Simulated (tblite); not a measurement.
# IPEA1-xTB (coupling 0.02 1/fs, Bussi dynamics, md temperature 300 K, start temperature 300 K) run of Si2H5O3F (SMILES O[Si](O)(F)O[SiH3])

Aim: a short trajectory of Si2H5O3F. 

The calculation is run with tblite 0.8.0.

3 further runs of the same task are left out: 3 set aside as unsound or not needed.

**1. The system as given**

Si2H5O3F has 11 atoms, charge 0, and is taken as a singlet. As SMILES, `O[Si](O)(F)O[SiH3]`. One bond was lengthened or shortened from a relaxed shape. The run starts from this shape.

Bond lengths: O1–Si2 1.672 Å, Si2–O3 1.673 Å, Si2–F4 1.613 Å, Si2–O5 1.643 Å, O5–Si6 1.641 Å, O1–H7 1.042 Å, O3–H8 0.933 Å, Si6–H9 1.487 Å, Si6–H10 1.469 Å, Si6–H11 1.476 Å. Some angles: O1–Si2–O3 110.9°, O1–Si2–F4 104.4°, O1–Si2–O5 111.0°, O3–Si2–F4 111.2°, O3–Si2–O5 111.9°, F4–Si2–O5 107.2°, Si2–O5–Si6 139.4°, Si2–O1–H7 114.9°, Si2–O3–H8 109.2°, O5–Si6–H9 108.2°.

**2. A short trajectory at IPEA1-xTB (coupling 0.02 1/fs, Bussi dynamics, md temperature 300 K, start temperature 300 K)**

Contents of molecule.xyz:

```xyz
11

O      0.259300    -0.658600     2.369600
Si    -0.231800    -0.661200     0.770900
O     -1.901300    -0.648000     0.660400
F      0.382400    -2.023700     0.165300
O      0.446500     0.586300    -0.056100
Si     0.517800     1.173000    -1.587300
H      1.289907    -0.599186     2.511313
H     -2.255100    -1.251200     1.278500
H      1.357500     2.399600    -1.574900
H     -0.836800     1.490600    -2.058300
H      1.131000     0.140700    -2.446000
```

Contents of script.py:

```python
import json
import numpy as np
from ase.io import read
from tblite.ase import TBLite
from ase.units import Hartree
from ase.units import Debye
from ase import units
from ase.md.velocitydistribution import MaxwellBoltzmannDistribution, Stationary, ZeroRotation
from ase.md.bussi import Bussi

atoms = read("molecule.xyz")
start = atoms.get_positions()

atoms.calc = TBLite(
    method="IPEA1-xTB",
    charge=0,
    accuracy=0.3,
    spin_polarization=0.5,
    verbosity=0,
)
MaxwellBoltzmannDistribution(atoms, temperature_K=300, rng=np.random.default_rng(781))
Stationary(atoms)
ZeroRotation(atoms)
dyn = Bussi(atoms, timestep=1.0 * units.fs, temperature_K=300, taut=50 * units.fs, rng=np.random.default_rng(781), trajectory="md.traj", logfile="-", loginterval=20)
dyn.run(400)
print(f"E: {atoms.get_potential_energy() / Hartree:.6f} Eh")
print(f"Dipole: {np.linalg.norm(atoms.get_dipole_moment()) / Debye:.4f} D")
for a, q in zip(atoms, atoms.get_charges()):
    print(f"{a.symbol}{a.index + 1} {q:+.4f}")
print("Final positions (angstrom):")
for a in atoms:
    print(f"{a.symbol:<2} {a.x:12.6f} {a.y:12.6f} {a.z:12.6f}")
json.dump(dict(energy=atoms.get_potential_energy(), forces=atoms.get_forces().tolist(), dipole=atoms.get_dipole_moment().tolist(), charges=atoms.get_charges().tolist(),
               symbols=atoms.get_chemical_symbols(), start=start.tolist(), final=atoms.positions.tolist()), open("results.json", "w"))
```

On the command line:

```bash
$ python script.py
```

**Question.** What will come out? Wanted: potential energy of the last frame.

Answer, from the run:

At IPEA1-xTB (coupling 0.02 1/fs, Bussi dynamics, md temperature 300 K, start temperature 300 K):

| quantity | value |
| --- | --- |
| potential energy of the last frame | -26.65775 Eh |

What this shows: The run spans only 400 fs, so it is not equilibrated: the temperature averages 247 K over its second half, against 260 K at the start.
